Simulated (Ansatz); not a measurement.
# Sn2GeSe3: from a guess to a relaxed structure

Where does this trial cell of Sn2GeSe3 go when cell and atoms are let free?

Computed with Ansatz 0.2.0 (DFT PBE, scalar-relativistic, plane waves, PAW, unless a step's input says otherwise).

**1. The system as given**

Symmetry: I4/mmm, No. 139, tetragonal system. Conventional cell: a = 4.227 Å, b = 4.227 Å, c = 17.933 Å, α = 90.00°, β = 90.00°, γ = 90.00°. Sn (site symmetry 4mm) has 6 Se at 2.99 Å as nearest neighbours. Ge (site symmetry 4/mmm) has 6 Se at 2.99 Å as nearest neighbours. Se (site symmetry 4mm) is surrounded by 5 Sn at 2.99 Å and 1 Ge at 2.99 Å. Around Se (site symmetry 4/mmm) lie 4 Ge at 2.99 Å and 2 Sn at 2.99 Å.

Coordinates:

```cif
data_structure
_symmetry_space_group_name_H-M 'P 1'
_symmetry_Int_Tables_number 1
_cell_length_a 9.4515
_cell_length_b 9.4515
_cell_length_c 9.4515
_cell_angle_alpha 154.158
_cell_angle_beta 154.158
_cell_angle_gamma 36.870
_cell_volume 160.20
loop_
_atom_site_label
_atom_site_type_symbol
_atom_site_fract_x
_atom_site_fract_y
_atom_site_fract_z
_atom_site_occupancy
Sn1 Sn 0.66667 0.66667 0.00000 1
Sn2 Sn 0.33333 0.33333 0.00000 1
Ge1 Ge 0.00000 0.00000 0.00000 1
Se1 Se 0.83333 0.83333 0.00000 1
Se2 Se 0.50000 0.50000 0.00000 1
Se3 Se 0.16667 0.16667 0.00000 1
```

The start is an ordering of an alloy on its end members' structure types: elements ordered on the sites of the SnSe type, Ge/Sn on Sn (I4/mmm, No. 139).

**2. Probe: one point on a coarse mesh**

input.yaml

```yaml
crystal:
  lattice:
    - [-2.11341891, 2.11341891, 8.96647707]
    - [2.11341891, -2.11341891, 8.96647707]
    - [2.11341891, 2.11341891, -8.96647707]
  atoms:
    - { symbol: Sn, position: [0.66666667, 0.66666667, 0.0] }
    - { symbol: Sn, position: [0.33333333, 0.33333333, 0.0] }
    - { symbol: Ge, position: [0.0, 0.0, 0.0] }
    - { symbol: Se, position: [0.83333333, 0.83333333, 0.0] }
    - { symbol: Se, position: [0.5, 0.5, 0.0] }
    - { symbol: Se, position: [0.16666667, 0.16666667, 0.0] }
basis:
  ecutwfc: 420
kpoints:
  mp_grid: { grid: [6, 6, 6] }
hamiltonian:
  xc: pbe
scf:
  occupations: { method: gaussian, width: 0.1 }
  lower_state_search: "off"
output:
  forces: true
  stress: true
  eigenvalues: true
```

Started as:

```sh
> ansatz run input.yaml --threads 1 --pin off --max-ram 2560MiB --backend cpu --events-out ev --progress --plain --runs-dir out
```

The session goes on with these runs: full relaxation.

What does the calculation give? Wanted: conventional cell; volume; energy over the elements, grey Sn; gap on the mesh.

The runs gave:

| quantity | value |
| --- | --- |
| symmetry at the end (tolerance 0.02 Å) | space group I4/mmm (No. 139) |
| conventional cell | a = 4.203 Å, b = 4.203 Å, c = 17.848 Å, α = 90.00°, β = 90.00°, γ = 90.00° |
| volume | 26.27 Å³/atom |
| energy over the elements, grey Sn | -0.34 eV/atom |
| gap on the mesh | 0.17 eV |

The space group I4/mmm (No. 139) is kept, and the volume per atom shrinks by 1.6 % from the first guess. A negative formation energy is needed for stability but isn't enough; other structures and compounds were not set against it here. No finished test with a distortion of lower symmetry is shown, so the end may be a saddle point.

Spin-orbit coupling is left out, though the cell holds Sn; it can move the gap.
